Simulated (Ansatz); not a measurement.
Run this with Ansatz 0.2.0 through its Python package and show what comes out.

The script, `ch6sn_scan.py`:
```python
# -*- coding: utf-8 -*-
import ansatz as az
import numpy as np

geometry = (
    az.Crystal.molecule()
    .atom("C", (1.1249, 0.3231, -0.0887))
    .atom("Sn", (-0.9463, -0.3318, 0.0794))
    .atom("H", (1.2506, 0.6313, -1.1724))
    .atom("H", (1.8476, -0.4199, 0.2228))
    .atom("H", (1.2179, 1.2579, 0.5193))
    .atom("H", (-2.0408, 0.9487, -0.4375))
    .atom("H", (-1.1335, -1.7422, -0.9225))
    .atom("H", (-1.2283, -0.7242, 1.7438))
)

symbols = [site.symbol for site in geometry.cartesian_sites]
start = np.array([site.position_ang for site in geometry.cartesian_sites])
axis = (start[5] - start[1]) / np.linalg.norm(start[5] - start[1])
moving = [5]
lengths, energies = [1.5, 1.62, 1.76, 1.94, 2.2, 2.64, 3.17, 3.88], []
for length in lengths:
    xyz = start.copy()
    xyz[moving] += (length - np.linalg.norm(start[5] - start[1])) * axis
    point = az.Crystal.molecule()
    for symbol, place in zip(symbols, xyz):
        point = point.atom(symbol, place.tolist())
    calculation = point.calculation().basis(gaussian="def2-SVP").correlation("mp2")
    summary = calculation.run(threads=1).report
    energies.append(summary["free_energy_ev"])
    print(f"r = {length:6.3f} A  E = {energies[-1]:.5f} eV  <S^2> = {abs(summary['mean_field']['state']['spin_squared']):.3f}")

print("energy above the lowest point (eV):", [round(e - min(energies), 3) for e in energies])
```

```console
$ python ch6sn_scan.py
r =  1.500 A  E = -6936.20668 eV  <S^2> = 0.000
r =  1.620 A  E = -6936.54630 eV  <S^2> = 0.000
r =  1.760 A  E = -6936.57984 eV  <S^2> = 0.000
r =  1.940 A  E = -6936.29587 eV  <S^2> = 0.000
r =  2.200 A  E = -6935.59857 eV  <S^2> = 0.000
r =  2.640 A  E = -6934.31430 eV  <S^2> = 0.000
r =  3.170 A  E = -6933.08401 eV  <S^2> = 0.000
r =  3.880 A  E = -6932.12499 eV  <S^2> = 0.000
energy above the lowest point (eV): [0.373, 0.034, 0.0, 0.284, 0.981, 2.266, 3.496, 4.455]
```

What to keep in mind:
- Total energies depend on the basis set; only differences at equal settings carry meaning.
- The rest of the molecule is held rigid at a force-field or estimated start geometry, and the basis set is modest; single-reference methods fail as a bond breaks.
- def2 sets replace the cores of elements past krypton by effective core potentials.
- The orbitals are restricted, so S² is zero by construction.
- Toward dissociation an unrestricted state can lie under the restricted one, by tenths of an eV for polar bonds under a functional and by 1 to 2 eV or more for others.
- S² is that of the Hartree-Fock reference.
- It ran for 8.8 s on 1 thread of Arm Neoverse V1, with other jobs on the host, peak memory 0.2 GiB.
